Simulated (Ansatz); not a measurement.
# ZnCd2S: the cost of one run

Computed with Ansatz 0.2.0 (DFT PBE, scalar-relativistic, plane waves, PAW, unless a step's input says otherwise).

### Step 1. The system as given

It takes space group P4/mmm (No. 123, tetragonal). Conventional cell: a = 4.311 Å, b = 4.311 Å, c = 4.323 Å, α = 90.00°, β = 90.00°, γ = 90.00°. Around Zn (site symmetry 4/mmm) lie 4 S at 3.05 Å and 8 Cd at 3.05 Å. Cd (site symmetry mmm) has 4 Cd at 3.05 Å and 4 Zn at 3.05 Å and 4 S at 3.05 Å as nearest neighbours. S (site symmetry 4/mmm) has 4 Zn at 3.05 Å and 8 Cd at 3.05 Å as nearest neighbours.

Structure file:

```
Zn Cd S
1.0
     4.31068    0.00000    0.00000
     0.00000    4.31068    0.00000
     0.00000    0.00000    4.32347
Zn Cd S
1 2 1
Direct
  0.00000 0.00000 0.00000
  0.50000 0.00000 0.50000
  0.00000 0.50000 0.50000
  0.50000 0.50000 0.00000
```

A structure generator made this guess: species swapped into a database cell of CePd2Pt (P4/mmm, No. 123), with Zn on the Ce sites, Cd on the Pd sites and S on the Pt sites. Lengths come from tabulated atomic sizes and are only a guess.

### Step 2. A first look at the guess

Input file input.yaml:

```yaml
crystal:
  lattice:
    - [4.31067765, 0.0, 0.0]
    - [0.0, 4.31067765, 0.0]
    - [0.0, 0.0, 4.32346524]
  atoms:
    - { symbol: Zn, position: [0.0, 0.0, 0.0] }
    - { symbol: Cd, position: [0.5, 0.0, 0.5] }
    - { symbol: Cd, position: [0.0, 0.5, 0.5] }
    - { symbol: S, position: [0.5, 0.5, 0.0] }
basis:
  ecutwfc: 420
kpoints:
  mp_grid: { grid: [4, 4, 4] }
hamiltonian:
  xc: pbe
scf:
  occupations: { method: gaussian, width: 0.1 }
  lower_state_search: "off"
output:
  forces: true
  stress: true
  eigenvalues: true
```

Run with:

```bash
$ ansatz run input.yaml --threads 1 --pin off --max-ram 2560MiB --backend cpu --events-out ev --progress --plain --runs-dir out
```

What time and memory should one allow on 1 thread of Intel Xeon Platinum 8259CL at 2.50GHz (Skylake/Cascade Lake), shared host?

About 4 s, with a peak of 0.42 GiB.
